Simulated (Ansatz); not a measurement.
# BrFHInO: up Jacob's ladder to CCSD(T)

The task here is to estimate one member of a computed series from the others.

Method: functionals in def2-TZVPP, the program's frozen cores in correlated methods; program: Ansatz 0.2.0, Gaussian basis.

Plan: LDA (SPW92), PBE-D4, revPBE-D4, BLYP-D4, r2SCAN-D4, B97M-V, PBE0-D4, B3LYP-D4, r2SCANh-D4, r2SCAN0-D4, HSE06-D4, BHLYP-D4, CAM-B3LYP-D4, LC-ωPBE, ωB97X-V, ωB97M-V, B2PLYP, PBE-QIDH; CCSD(T)/def2-SVP; CCSD(T)/def2-TZVPP; MP2/def2-QZVPP; extrapolation to the limit; RPA on PBE.

**Structure used throughout**

The geometry comes from an earlier relaxation with PBE0-D4 in a triple-zeta def2 set; it is a stationary point. In takes the def2 core potential; no spin-orbit term is included.

SMILES `[OH][In]([F])[Br]`, 5 atoms, charge 0, spin multiplicity 1.

Atoms are counted from 1 here; the program's logs count them from 0.

Bond lengths: O1–In2 1.959 Å, O1–H5 0.962 Å, In2–F3 1.929 Å, In2–Br4 2.434 Å. Angles: In2–O1–H5 112.2°, O1–In2–F3 115.7°, O1–In2–Br4 126.0°, F3–In2–Br4 118.3°.

Coordinates:

```xyz
5

O     0.4178    1.4655    0.3310
In    0.1328   -0.4537    0.0607
F     1.4150   -1.6180    0.9093
Br   -1.6667   -1.4649   -1.2295
H    -0.2490    1.9974   -0.1130
```

Set-up of the first run:

in.yaml

```yaml
crystal:
  periodic: [false, false, false]
  atoms:
    - {symbol: O, position_ang: [0.417845, 1.465548, 0.331022]}
    - {symbol: In, position_ang: [0.132843, -0.453721, 0.060687]}
    - {symbol: F, position_ang: [1.415002, -1.617967, 0.909334]}
    - {symbol: Br, position_ang: [-1.666714, -1.464948, -1.229505]}
    - {symbol: H, position_ang: [-0.248976, 1.997388, -0.113040]}
basis:
  gaussian: {orbitals: def2-TZVPP}
hamiltonian: {xc: lda}
output: {orbitals: {seedname: orbitals}}
```

Steps of the session up to this table: LDA; PBE-D4 (GGA); revPBE-D4 (GGA); BLYP-D4 (GGA); r2SCAN-D4 (meta-GGA); B97M-V (meta-GGA); PBE0-D4 (hybrid); B3LYP-D4 (hybrid); r2SCANh-D4 (hybrid); r2SCAN0-D4 (hybrid); HSE06-D4 (hybrid); BHLYP-D4 (hybrid); CAM-B3LYP-D4 (range-separated); LC-ωPBE-D4 (range-separated; the results give it without D4); ωB97X-V (range-separated); ωB97M-V (range-separated); B2PLYP (double hybrid); PBE-QIDH (double hybrid).

One of the session's tables, all rows but one given; the rest of the session is left out.

It belongs to the step «Orbital energies across the functionals». 

| functional | HOMO (eV) | LUMO (eV) | gap (eV) |
| --- | --- | --- | --- |
| LDA (SPW92) | -7.80 | -3.95 | 3.85 |
| PBE-D4 | ? | ? | ? |
| revPBE-D4 | -7.52 | -3.46 | 4.07 |
| BLYP-D4 | -7.43 | -3.58 | 3.85 |
| r2SCAN-D4 | -7.94 | -3.39 | 4.55 |
| B97M-V | -7.98 | -3.44 | 4.54 |
| PBE0-D4 | -8.94 | -2.71 | 6.23 |
| B3LYP-D4 | -8.67 | -3.06 | 5.61 |
| r2SCANh-D4 | -8.44 | -3.07 | 5.37 |
| r2SCAN0-D4 | -9.18 | -2.59 | 6.58 |
| HSE06-D4 | -8.54 | -3.08 | 5.46 |
| BHLYP-D4 | -10.12 | -1.88 | 8.24 |
| CAM-B3LYP-D4 | -10.29 | -1.80 | 8.49 |
| LC-ωPBE | -11.68 | -0.44 | 11.24 |
| ωB97X-V | -11.31 | -0.62 | 10.68 |
| ωB97M-V | -11.18 | -0.77 | 10.40 |

Q: Estimate the row for PBE-D4 from the others.

**Answer.** HOMO (eV): -7.60; LUMO (eV): -3.60; gap (eV): 4.00. In the column «HOMO (eV)» it lies between LDA (SPW92) (-7.80) and revPBE-D4 (-7.52).
